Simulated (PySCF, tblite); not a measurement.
# diethoxymethane (C₅H₁₂O₂): dynamics, then NMR shifts on frames, part 2 of 2

tblite 0.8.0 and PySCF 2.14.0. Atoms count from 0.

## Step 6: NMR shieldings: 800 fs, PBE0/pcSseg-1

The job: settings as JSON, then the geometry in Å.

```
{"job": {"kind": "nmr", "xc": "PBE0", "basis": "pcSseg-1", "pop": false}, "charge": 0, "multiplicity": 1}
C     -2.653300     0.762400    -0.922300
C     -1.270100     0.064900    -1.033500
O     -0.256300     1.049200    -0.743400
C      0.216900     1.134900     0.618900
O      0.666000    -0.048800     1.128500
C      1.721100    -0.652900     0.369300
C      3.064800    -0.022200     0.695300
H     -2.678100     1.681300    -1.496900
H     -3.394300     0.125300    -1.335500
H     -2.861700     1.053600     0.062500
H     -1.274300    -0.727600    -0.329500
H     -1.102800    -0.292200    -2.061300
H     -0.572100     1.562200     1.332500
H      1.019600     1.846000     0.547400
H      1.503600    -0.487900    -0.705500
H      1.656900    -1.707400     0.586500
H      3.885000    -0.364500     0.032100
H      3.445500    -0.274800     1.670100
H      2.921100     1.055200     0.615900
```

With the program's defaults for keys left out, this is: GIAO PBE0/pcSseg-1 NMR shielding, non-relativistic, gas phase.

Output:

```text
coarse grid: 15048 points
cycle   1  E = -347.5530997244  dE =  6.715e-01  |g| = 7.532e-01  |ddm| = 3.562e+00
cycle   2  E = -347.4709585454  dE =  8.214e-02  |g| = 1.024e+00  |ddm| = 1.247e+00
cycle   3  E = -347.6597998362  dE = -1.888e-01  |g| = 9.200e-02  |ddm| = 7.690e-01
cycle   4  E = -347.6611254919  dE = -1.326e-03  |g| = 3.924e-02  |ddm| = 7.520e-02
cycle   5  E = -347.6614450166  dE = -3.195e-04  |g| = 9.538e-03  |ddm| = 3.137e-02
cycle   6  E = -347.6614568998  dE = -1.188e-05  |g| = 4.749e-03  |ddm| = 8.662e-03
cycle   7  E = -347.6614610130  dE = -4.113e-06  |g| = 3.111e-04  |ddm| = 3.116e-03
final grid: 142920 points
cycle   8  E = -347.7257359593  dE = -3.669e-05  |g| = 1.447e-02  |ddm| = 2.708e-02
cycle   9  E = -347.7257002540  dE =  3.571e-05  |g| = 2.033e-02  |ddm| = 1.922e-02
cycle  10  E = -347.7257752791  dE = -7.503e-05  |g| = 1.405e-03  |ddm| = 1.166e-02
cycle  11  E = -347.7257756985  dE = -4.194e-07  |g| = 1.915e-04  |ddm| = 1.252e-03
cycle  12  E = -347.7257757028  dE = -4.266e-09  |g| = 1.328e-04  |ddm| = 2.009e-04
cycle  13  E = -347.7257757058  dE = -2.999e-09  |g| = 2.317e-05  |ddm| = 9.706e-05
cycle  14  E = -347.7257757059  dE = -9.936e-11  |g| = 4.578e-06  |ddm| = 1.901e-05
converged SCF energy = -347.7257757059

GIAO shielding tensors (ppm)
atom      isotropic    diamagn.    paramagn.     s11        s22        s33       span
  0 C      173.407     245.613     -72.206    150.009    176.313    193.900     43.891
  1 C      126.126     245.531    -119.405     88.935    116.018    173.424     84.489
  2 O      252.155     399.199    -147.044    196.593    255.707    304.163    107.571
  3 C       95.267     243.526    -148.259     63.771     96.493    125.536     61.765
  4 O      269.354     399.631    -130.277    234.046    257.299    316.716     82.670
  5 C      126.312     247.305    -120.993     89.730    117.165    172.041     82.311
  6 C      175.676     245.968     -70.293    155.007    182.632    189.388     34.381
  7 H       30.813      29.004       1.809     27.018     28.717     36.705      9.687
  8 H       31.715      28.574       3.141     27.273     28.637     39.235     11.962
  9 H       31.290      31.239       0.051     26.878     30.597     36.394      9.516
 10 H       28.336      33.991      -5.656     23.105     30.372     31.531      8.426
 11 H       28.025      30.898      -2.873     22.668     28.142     33.265     10.597
 12 H       25.927      29.621      -3.694     20.810     26.162     30.808      9.998
 13 H       27.045      32.032      -4.987     22.086     28.076     30.974      8.888
 14 H       27.255      32.977      -5.722     21.309     29.871     30.586      9.277
 15 H       28.317      31.692      -3.376     23.101     28.351     33.499     10.398
 16 H       30.508      27.188       3.320     25.986     27.861     37.677     11.691
 17 H       30.823      28.334       2.489     26.659     28.209     37.602     10.942
 18 H       30.038      29.735       0.303     24.539     30.944     34.631     10.093
```

Wall time 21 s (1 thread of Intel Xeon Platinum 8488C, shared host); peak memory 0.93 GiB.

In short: δ C3 91.7, C1 60.8, C5 60.6, C0 13.5, H12 5.79, H13 4.67 ppm.

## Step 7: NMR shieldings: 1000 fs, PBE0/pcSseg-1

The job: settings as JSON, then the geometry in Å.

```
{"job": {"kind": "nmr", "xc": "PBE0", "basis": "pcSseg-1", "pop": false}, "charge": 0, "multiplicity": 1}
C     -2.414700     1.295700    -1.305400
C     -1.213300     0.351500    -1.421300
O     -0.056100     0.993000    -0.903100
C      0.279900     0.984900     0.431700
O      0.735100    -0.206600     0.939900
C      1.888300    -0.718400     0.298400
C      3.093300     0.201900     0.615100
H     -2.111900     2.365300    -1.510000
H     -3.221400     0.911500    -1.909500
H     -2.718800     1.365300    -0.258000
H     -1.450000    -0.638700    -0.931500
H     -1.098600     0.068200    -2.438400
H     -0.592900     1.208600     1.085500
H      1.039400     1.826100     0.524100
H      1.732100    -0.781700    -0.785200
H      2.036300    -1.747900     0.735400
H      4.041200    -0.265000     0.397800
H      3.056500     0.448800     1.679600
H      3.007700     1.094100     0.031400
```

With the program's defaults for keys left out, this is: GIAO PBE0/pcSseg-1 NMR shielding, non-relativistic, gas phase.

Output:

```text
coarse grid: 15048 points
cycle   1  E = -347.5578070025  dE =  6.935e-01  |g| = 7.421e-01  |ddm| = 3.548e+00
cycle   2  E = -347.4873169795  dE =  7.049e-02  |g| = 9.840e-01  |ddm| = 1.230e+00
cycle   3  E = -347.6604128343  dE = -1.731e-01  |g| = 7.946e-02  |ddm| = 7.548e-01
cycle   4  E = -347.6613822662  dE = -9.694e-04  |g| = 3.312e-02  |ddm| = 6.517e-02
cycle   5  E = -347.6616376058  dE = -2.553e-04  |g| = 4.877e-03  |ddm| = 2.689e-02
cycle   6  E = -347.6616425578  dE = -4.952e-06  |g| = 8.497e-04  |ddm| = 3.680e-03
final grid: 142920 points
cycle   7  E = -347.7254524421  dE = -3.349e-05  |g| = 1.329e-02  |ddm| = 2.382e-02
cycle   8  E = -347.7254257313  dE =  2.671e-05  |g| = 1.813e-02  |ddm| = 1.785e-02
cycle   9  E = -347.7254858888  dE = -6.016e-05  |g| = 1.131e-03  |ddm| = 1.054e-02
cycle  10  E = -347.7254861670  dE = -2.782e-07  |g| = 1.410e-04  |ddm| = 1.072e-03
cycle  11  E = -347.7254861711  dE = -4.127e-09  |g| = 4.778e-05  |ddm| = 1.359e-04
cycle  12  E = -347.7254861714  dE = -3.174e-10  |g| = 2.653e-05  |ddm| = 4.456e-05
converged SCF energy = -347.7254861714

GIAO shielding tensors (ppm)
atom      isotropic    diamagn.    paramagn.     s11        s22        s33       span
  0 C      168.002     249.591     -81.588    140.119    174.983    188.905     48.786
  1 C      125.562     244.386    -118.824     93.557    108.840    174.288     80.731
  2 O      266.668     398.349    -131.681    224.028    259.601    316.375     92.347
  3 C       98.908     243.975    -145.068     68.084    103.524    125.114     57.029
  4 O      254.282     400.779    -146.497    215.843    236.121    310.882     95.039
  5 C      124.120     244.754    -120.634     90.617    117.113    164.630     74.013
  6 C      172.994     249.309     -76.314    147.669    178.890    192.424     44.755
  7 H       29.534      27.951       1.583     25.958     27.850     34.796      8.838
  8 H       30.882      27.998       2.884     26.609     27.912     38.127     11.518
  9 H       29.833      30.898      -1.065     25.672     29.346     34.481      8.808
 10 H       27.379      32.130      -4.751     22.667     28.002     31.468      8.802
 11 H       28.620      31.459      -2.840     23.486     28.709     33.664     10.178
 12 H       26.522      31.847      -5.325     20.693     28.013     30.860     10.166
 13 H       25.859      31.016      -5.157     20.879     26.956     29.740      8.861
 14 H       27.449      32.138      -4.688     22.692     28.663     30.993      8.301
 15 H       27.332      29.710      -2.377     22.141     26.977     32.879     10.739
 16 H       30.994      27.724       3.270     27.254     27.905     37.823     10.569
 17 H       30.721      29.380       1.342     26.708     28.787     36.669      9.961
 18 H       30.127      31.237      -1.110     25.125     30.745     34.510      9.386
```

It took 20 s on 1 thread of Intel Xeon Platinum 8488C, shared host; peak memory 0.93 GiB.

Key values: δ C3 88.0, C5 62.8, C1 61.4, C0 18.9, H13 5.86, H12 5.20 ppm.

## Step 8: Run by run: NMR shifts

Shifts (ppm) of some atoms, chosen among heavy atoms and hydrogens apart, with basis size and wall time:

```
  frame    C3    C1    C6   H10   H17    O4    O2  functions  time
 250 fs  90.2  60.4  10.4  4.02  0.11  71.6  61.7        179  21 s
 425 fs  91.2  65.0  17.1  5.06  1.29  74.1  88.9        179  20 s
 625 fs  96.1  69.8  13.6  3.69  1.77  82.0  86.7        179  21 s
 800 fs  91.7  60.8  11.2  3.38  0.89  66.7  83.9        179  21 s
1000 fs  88.0  61.4  13.9  4.34  1.00  81.8  69.4        179  20 s
```

## Step 9: Summary of results

What follows sums up all 2 parts.

```
                                      quantity                                                                       value
                                    thermostat                                                                       200 K
                 mean temperature, second half                                                                       189 K
       mean potential energy above the minimum                                                                     0.41 eV
13C shifts against TMS (PBE0/pcSseg-1, 250 fs)                                            90.2, 60.4, 58.0, 12.3, 10.4 ppm
 1H shifts against TMS (PBE0/pcSseg-1, 250 fs)  5.79, 5.50, 4.21, 4.02, 3.63, 3.55, 2.36, 1.71, 1.40, 1.27, 0.54, 0.11 ppm
17O shifts against H2O (PBE0/pcSseg-1, 250 fs)                                                              71.6, 61.7 ppm
                      range of the shift of O2                                                            61.7 to 88.9 ppm
```

In the second half the potential energy averages 0.41 eV above the minimum; equipartition over 51 harmonic modes at 200 K would give 0.44 eV. With 19 atoms the temperature swings widely (120 to 270 K). Shifts at one fixed geometry are not the observed spectrum, which averages over the motion. In the first frame run (250 fs): The widest tensor belongs to O4: span 104 ppm, with a paramagnetic part of -135 ppm. In ppm, O2 moves most: its shift spreads over 27.3 ppm, from 61.7 (250 fs) to 88.9 (425 fs).
